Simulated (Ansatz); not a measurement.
What does this script print? It uses Ansatz 0.2.0 through its Python package.

`run_relaxed_scan.py`
```python
"""Relaxed scan of one distance in CBrF."""

import ansatz
import numpy as np

molecule = (
    ansatz.Crystal.molecule()
    .atom("F", (-1.2296, -0.3839, 0.0))
    .atom("C", (-0.261, 0.6012, 0.0))
    .atom("Br", (1.4906, -0.2173, 0.0))
)

calculation = molecule.calculation()
calculation = calculation.basis(gaussian="def2-SVP").functional("HF")
calculation = calculation.spin("collinear", total=2)
symbols = [site.symbol for site in molecule.cartesian_sites]
pairs = [(0, 1), (1, 2)]
print("held (A)   E (eV)        ", "  ".join(f"{symbols[i]}{i}-{symbols[j]}{j}" for i, j in pairs))
for length in [1.27, 1.38, 1.49, 1.66, 1.87]:
    data = calculation.relax(constraints=[ansatz.DistanceConstraint((0, 1), at=length)], force_tolerance=0.02, max_steps=60).run().report
    xyz = np.array(data["positions_ang"])
    print(f"{length:6.2f} {data['free_energy_ev']:14.5f}  ", "  ".join(f"{np.linalg.norm(xyz[i] - xyz[j]):.3f}" for i, j in pairs))
```

`python run_relaxed_scan.py` gives:
```text
held (A)   E (eV)         F0-C1  C1-Br2
DeckWarning: relax.constraints: the input's atoms, or those drawn, lie off the distances that are held; a relaxation that starts there is brought onto them ahead of its first SCF, by positions alone, an atom by 5.58e-2 Å at the most. With the symmetry [...]
  1.27   -73720.35683   1.270  1.853
  1.38   -73720.20924   1.380  1.836
  1.49   -73719.70199   1.490  1.825
  1.66   -73718.66099   1.660  1.812
  1.87   -73717.74406   1.870  1.817
```
(Warnings from the package without file and line, shortened, repeats left out.)

What to keep in mind:
- Total energies depend on the basis set; only differences at equal settings carry meaning.
- The energies are electronic: no zero-point or thermal terms, and the basis set is short of its limit.
- The run takes the species as open-shell (spin multiplicity 3), which needn't be its ground state.
- The expectation value of S² is noticeably off S(S+1) in at least one run, so that state is spin-contaminated.
- The whole script took 35 s on 1 thread of Arm Neoverse V1, on a shared host, peak memory 0.22 GiB.
